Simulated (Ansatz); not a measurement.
# GeHF2 radical: how energies converge with the basis set

Aim: see how fast density functionals converge with the basis set for GeHF2 radical.

Method: one geometry, several basis sets; program: Ansatz 0.2.0, Gaussian basis.

The runs, in order: PBE0-D4/def2-SVP; ωB97M-V/def2-SVP; PBE0-D4/def2-QZVPP; ωB97M-V/def2-QZVPP; the functionals' def2-TZVPP values are taken from earlier runs.

**1. The geometry**

An earlier PBE0-D4 in a triple-zeta def2 set relaxation fixed the geometry.

SMILES `[F][GeH][F]`, 4 atoms, charge 0, spin multiplicity 2.

Atoms are counted from 1 here; the program's logs count them from 0.

Bond lengths: F1–Ge2 1.732 Å, Ge2–F3 1.732 Å, Ge2–H4 1.564 Å. Angles: F1–Ge2–F3 103.8°, F1–Ge2–H4 107.0°, F3–Ge2–H4 107.0°.

Coordinates:

```csv
atom,x (Å),y (Å),z (Å)
F1,-0.25028,-0.05039,1.55192
Ge2,0.49936,-0.08648,-0.00947
F3,-0.44677,-1.23480,-0.89683
H4,0.25319,1.31136,-0.66581
```

**2. PBE0-D4 in def2-SVP**

in.yaml reads:

```yaml
crystal:
  periodic: [false, false, false]
  atoms:
    - {symbol: F, position_ang: [-0.250285, -0.050390, 1.551916]}
    - {symbol: Ge, position_ang: [0.499361, -0.086477, -0.009473]}
    - {symbol: F, position_ang: [-0.446771, -1.234795, -0.896831]}
    - {symbol: H, position_ang: [0.253194, 1.311361, -0.665812]}
basis:
  gaussian: {orbitals: def2-SVP}
magnetization: {spin_polarized: true, initial_magnetization: 1}
hamiltonian: {xc: pbe0, dispersion: d4}
output: {orbitals: {seedname: orbitals}}
```

The runs that follow: ωB97M-V in def2-SVP; PBE0-D4 in def2-QZVPP; ωB97M-V in def2-QZVPP.

Q: Predict the results of all the runs planned. Wanted: PBE0-D4: double and triple zeta above quadruple; ωB97M-V: double and triple zeta above quadruple.

**Answer**, as computed:

| quantity | value |
| --- | --- |
| PBE0-D4: double and triple zeta above quadruple | 15.70, 1.56 eV |
| ωB97M-V: double and triple zeta above quadruple | 15.76, 1.51 eV |

**Reading.** For PBE0-D4 the step from double to triple zeta gains 14.14 eV and the next only 1.56 eV. These are total energies; as a rule much of such shifts cancels in differences, which this series doesn't test.
